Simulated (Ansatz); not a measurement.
# CH₄AlFN₂: how energies converge with the basis set

One table from this session's results is given with a row withheld; the runs are named, their logs left out.

Program: Ansatz 0.2.0, Gaussian basis. Level of theory: one geometry, several basis sets. These are calculated values, not measurements.

Plan: PBE0-D4/def2-SVP; ωB97M-V/def2-SVP; PBE0-D4/def2-QZVPP; ωB97M-V/def2-QZVPP; the functionals' def2-TZVPP values are taken from earlier runs.

## The relaxed structure

An earlier PBE0-D4 in a triple-zeta def2 set relaxation fixed the geometry.

SMILES `N=C[NH][AlH][F]`, 9 atoms, charge 0, spin multiplicity 1.

Atoms are counted from 1 here; the program's logs count them from 0.

Bond lengths: N1–C2 1.264 Å, N1–H6 1.021 Å, C2–N3 1.388 Å, C2–H7 1.094 Å, N3–Al4 1.786 Å, N3–H8 1.011 Å, Al4–F5 1.646 Å, Al4–H9 1.566 Å. Angles: C2–N1–H6 112.5°, N1–C2–N3 128.7°, N1–C2–H7 117.6°, N3–C2–H7 113.6°, C2–N3–Al4 130.2°, C2–N3–H8 112.0°, Al4–N3–H8 117.8°, N3–Al4–F5 117.8°, N3–Al4–H9 120.7°, F5–Al4–H9 121.5°.

As a file:

```xyz
9

N     0.86879   -0.64178    1.62124
C     1.19166    0.03790    0.60534
N     0.40913    0.39839   -0.48349
Al   -1.30343    0.04055   -0.84178
F    -2.14618   -0.85488    0.25285
H    -0.10577   -0.94488    1.59550
H     2.21996    0.40569    0.54705
H     0.92624    0.94770   -1.15652
H    -1.97178    0.56520   -2.15729
```

Set-up of the first run:

Input file in.yaml:

```yaml
crystal:
  periodic: [false, false, false]
  atoms:
    - {symbol: N, position_ang: [0.868787, -0.641777, 1.621238]}
    - {symbol: C, position_ang: [1.191659, 0.037904, 0.605344]}
    - {symbol: N, position_ang: [0.409131, 0.398391, -0.483486]}
    - {symbol: Al, position_ang: [-1.303435, 0.040553, -0.841779]}
    - {symbol: F, position_ang: [-2.146184, -0.854877, 0.252850]}
    - {symbol: H, position_ang: [-0.105773, -0.944885, 1.595497]}
    - {symbol: H, position_ang: [2.219956, 0.405693, 0.547046]}
    - {symbol: H, position_ang: [0.926238, 0.947702, -1.156523]}
    - {symbol: H, position_ang: [-1.971781, 0.565196, -2.157287]}
basis:
  gaussian: {orbitals: def2-SVP}
hamiltonian: {xc: pbe0, dispersion: d4}
output: {orbitals: {seedname: orbitals}}
```

Started as:

```console
ansatz run in.yaml --threads 2 --pin off --events-out ev --progress --plain --max-ram 4352MiB
```

Steps of the session up to this table: PBE0-D4 in def2-SVP; ωB97M-V in def2-SVP; PBE0-D4 in def2-QZVPP; ωB97M-V in def2-QZVPP.

One of the session's tables, all rows but one given; the rest of the session is left out.

```
functional       basis  HOMO (eV)
   PBE0-D4    def2-SVP      -7.24
   PBE0-D4  def2-TZVPP      -7.42
   PBE0-D4  def2-QZVPP      -7.46
   ωB97M-V    def2-SVP          ?
   ωB97M-V  def2-TZVPP      -9.66
   ωB97M-V  def2-QZVPP      -9.71
```

Estimate the missing values for ωB97M-V, def2-SVP.

As computed: HOMO (eV): -9.46. In the column «HOMO (eV)» it lies between ωB97M-V, def2-TZVPP (-9.66) and PBE0-D4, def2-QZVPP (-7.46).
